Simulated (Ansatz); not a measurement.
# TaN: the cost of one run

Program: Ansatz 0.2.0. Level of theory: DFT PBEsol+U (U = 4 eV, J = 0.9 eV on Ta d), plane waves, PAW, no spin–orbit coupling unless a run says so. These are calculated values, not measurements.

2 further runs of the same task are left out: 2 that didn't finish.

**1. The structure to begin with**

It takes space group Fm-3m (No. 225, cubic). Conventional cell: a = 4.358 Å, b = 4.358 Å, c = 4.358 Å, α = 90.00°, β = 90.00°, γ = 90.00°. Ta (site symmetry m-3m) is surrounded by 6 N at 2.18 Å. N (site symmetry m-3m) has 6 Ta at 2.18 Å as nearest neighbours.

As a file:

```cif
data_structure
_symmetry_space_group_name_H-M 'P 1'
_symmetry_Int_Tables_number 1
_cell_length_a 3.0816
_cell_length_b 3.0816
_cell_length_c 6.1631
_cell_angle_alpha 60.000
_cell_angle_beta 60.000
_cell_angle_gamma 60.000
_cell_volume 41.38
loop_
_atom_site_label
_atom_site_type_symbol
_atom_site_fract_x
_atom_site_fract_y
_atom_site_fract_z
_atom_site_occupancy
Ta1 Ta 0.50000 0.50000 0.25000 1
N1 N 0.00000 0.00000 0.00000 1
Ta2 Ta 0.50000 0.50000 0.75000 1
N2 N 0.00000 0.00000 0.50000 1
```

Magnetic order typed: antiferromagnetic, doubled cell 0 0 1/2.

An earlier series on this cell reached its lowest free state from «from atoms, default search», perhaps among other starts.

**2. Random orbitals: fully mixed, first filling**

input.yaml reads:

```yaml
crystal:
  lattice:
    - [0.0, 2.17900131, 2.17900131]
    - [2.17900131, 0.0, 2.17900131]
    - [4.35800262, 4.35800262, 0.0]
  atoms:
    - { symbol: Ta, position: [0.5, 0.5, 0.25], spin: 2.0, spin_axis: [0.707107, 0.707107, 0.0] }
    - { symbol: "N", position: [0.0, 0.0, 0.0] }
    - { symbol: Ta, position: [0.5, 0.5, 0.75], spin: 2.0, spin_axis: [-0.707107, -0.707107, 0.0] }
    - { symbol: "N", position: [0.0, 0.0, 0.5] }
basis:
  ecutwfc: 420
  ecutrho_ratio: 4
kpoints:
  mp_grid: { grid: [7, 7, 7] }
hamiltonian:
  xc: pbesol
  hubbard:
    sites:
      - { site: 0, l: d, u: 4.0, j: 0.9, starting_ns: [{ occupation_matrix: s0 }] }
      - { site: 2, l: d, u: 4.0, j: 0.9, starting_ns: [{ occupation_matrix: s2 }] }
    occupation_matrices:
      s0:
        spinor_matrix:
          - [[0.4293, 0.0], [-0.01337, -0.09338], [0.00996, 0.03936], [0.06162, 0.07771], [0.0805, -0.00539], [0.28942, -0.28942], [-0.07549, -0.05657], [0.03487, 0.02079], [0.09852, 0.01138], [0.05311, -0.06073]]
          - [[-0.01337, 0.09338], [0.26329, 0.0], [0.02686, 0.14859], [0.09409, -0.12302], [-0.00147, -0.02616], [0.05657, 0.07549], [0.17203, -0.17203], [0.12406, 0.08608], [-0.02046, -0.15352], [-0.01954, -0.01746]]
          - [[0.00996, -0.03936], [0.02686, -0.14859], [0.12827, 0.0], [-0.06208, -0.10183], [-0.02835, -0.01512], [-0.02079, -0.03487], [-0.08608, -0.12406], [0.07656, -0.07656], [-0.11591, -0.02811], [-0.03074, 0.00936]]
          - [[0.06162, -0.07771], [0.09409, 0.12302], [-0.06208, 0.10183], [0.18422, 0.0], [0.0382, -0.03911], [-0.01138, -0.09852], [0.15352, 0.02046], [0.02811, 0.11591], [0.11612, -0.11612], [-0.00064, -0.05467]]
          - [[0.0805, 0.00539], [-0.00147, 0.02616], [-0.02835, 0.01512], [0.0382, 0.03911], [0.04492, 0.0], [0.06073, -0.05311], [0.01746, 0.01954], [-0.00936, 0.03074], [0.05467, 0.00064], [0.01762, -0.01762]]
          - [[0.28942, 0.28942], [0.05657, -0.07549], [-0.02079, 0.03487], [-0.01138, 0.09852], [0.06073, 0.05311], [0.4293, 0.0], [-0.01337, -0.09338], [0.00996, 0.03936], [0.06162, 0.07771], [0.0805, -0.00539]]
          - [[-0.07549, 0.05657], [0.17203, 0.17203], [-0.08608, 0.12406], [0.15352, -0.02046], [0.01746, -0.01954], [-0.01337, 0.09338], [0.26329, 0.0], [0.02686, 0.14859], [0.09409, -0.12302], [-0.00147, -0.02616]]
          - [[0.03487, -0.02079], [0.12406, -0.08608], [0.07656, 0.07656], [0.02811, -0.11591], [-0.00936, -0.03074], [0.00996, -0.03936], [0.02686, -0.14859], [0.12827, 0.0], [-0.06208, -0.10183], [-0.02835, -0.01512]]
          - [[0.09852, -0.01138], [-0.02046, 0.15352], [-0.11591, 0.02811], [0.11612, 0.11612], [0.05467, -0.00064], [0.06162, -0.07771], [0.09409, 0.12302], [-0.06208, 0.10183], [0.18422, 0.0], [0.0382, -0.03911]]
          - [[0.05311, 0.06073], [-0.01954, 0.01746], [-0.03074, -0.00936], [-0.00064, 0.05467], [0.01762, 0.01762], [0.0805, 0.00539], [-0.00147, 0.02616], [-0.02835, 0.01512], [0.0382, 0.03911], [0.04492, 0.0]]
      s2:
        spinor_matrix:
          - [[0.10873, 0.0], [0.00657, 0.06654], [0.05863, -0.03594], [-0.09239, 0.09101], [0.08692, 0.02648], [-0.06274, 0.06274], [-0.05169, -0.04241], [-0.01604, 0.06687], [0.00097, -0.12968], [-0.08018, 0.04273]]
          - [[0.00657, -0.06654], [0.19403, 0.0], [0.01932, -0.01583], [-0.05783, 0.08281], [-0.10194, -0.16337], [0.04241, 0.05169], [-0.12306, 0.12306], [-0.00246, 0.02485], [-0.01766, -0.09945], [0.1876, 0.04344]]
          - [[0.05863, 0.03594], [0.01932, 0.01583], [0.09518, 0.0], [-0.13665, 0.05471], [-0.02172, 0.05067], [-0.06687, 0.01604], [-0.02485, 0.00246], [-0.05316, 0.05316], [0.05794, -0.13531], [-0.02048, -0.05119]]
          - [[-0.09239, -0.09101], [-0.05783, -0.08281], [-0.13665, -0.05471], [0.32491, 0.0], [0.05482, -0.0131], [0.12968, -0.00097], [0.09945, 0.01766], [0.13531, -0.05794], [-0.21561, 0.21561], [-0.0295, 0.04803]]
          - [[0.08692, -0.02648], [-0.10194, 0.16337], [-0.02172, -0.05067], [0.05482, 0.0131], [0.32716, 0.0], [-0.04273, 0.08018], [-0.04344, -0.1876], [0.05119, 0.02048], [-0.04803, 0.0295], [-0.21719, 0.21719]]
          - [[-0.06274, -0.06274], [0.04241, -0.05169], [-0.06687, -0.01604], [0.12968, 0.00097], [-0.04273, -0.08018], [0.10873, 0.0], [0.00657, 0.06654], [0.05863, -0.03594], [-0.09239, 0.09101], [0.08692, 0.02648]]
          - [[-0.05169, 0.04241], [-0.12306, -0.12306], [-0.02485, -0.00246], [0.09945, -0.01766], [-0.04344, 0.1876], [0.00657, -0.06654], [0.19403, 0.0], [0.01932, -0.01583], [-0.05783, 0.08281], [-0.10194, -0.16337]]
          - [[-0.01604, -0.06687], [-0.00246, -0.02485], [-0.05316, -0.05316], [0.13531, 0.05794], [0.05119, -0.02048], [0.05863, 0.03594], [0.01932, 0.01583], [0.09518, 0.0], [-0.13665, 0.05471], [-0.02172, 0.05067]]
          - [[0.00097, 0.12968], [-0.01766, 0.09945], [0.05794, 0.13531], [-0.21561, -0.21561], [-0.04803, -0.0295], [-0.09239, -0.09101], [-0.05783, -0.08281], [-0.13665, -0.05471], [0.32491, 0.0], [0.05482, -0.0131]]
          - [[-0.08018, -0.04273], [0.1876, -0.04344], [-0.02048, 0.05119], [-0.0295, -0.04803], [-0.21719, -0.21719], [0.08692, -0.02648], [-0.10194, 0.16337], [-0.02172, -0.05067], [0.05482, 0.0131], [0.32716, 0.0]]
    ns_hold: { iters: 5 }
scf:
  occupations: { method: gaussian, width: 0.05 }
  lower_state_search: "off"
  max_iter: 150
output:
  forces: true
  stress: true
  eigenvalues: true
  populations: true
  hubbard: { sites: [{ site: 0, l: d }, { site: 2, l: d }] }
magnetization:
  noncollinear: true
  spin_orbit: true
```

The typed matrices are held for 5 cycles. This run includes spin–orbit coupling.

Launch:

```
$ ansatz run input.yaml --threads 4 --pin off --max-ram 6144MiB --backend cpu --events-out ev --progress --plain --runs-dir out
```

Q: Estimate wall time and peak memory on 4 threads of Arm Neoverse V1, shared host.

About 2.5 min, with a peak of 1.3 GiB.
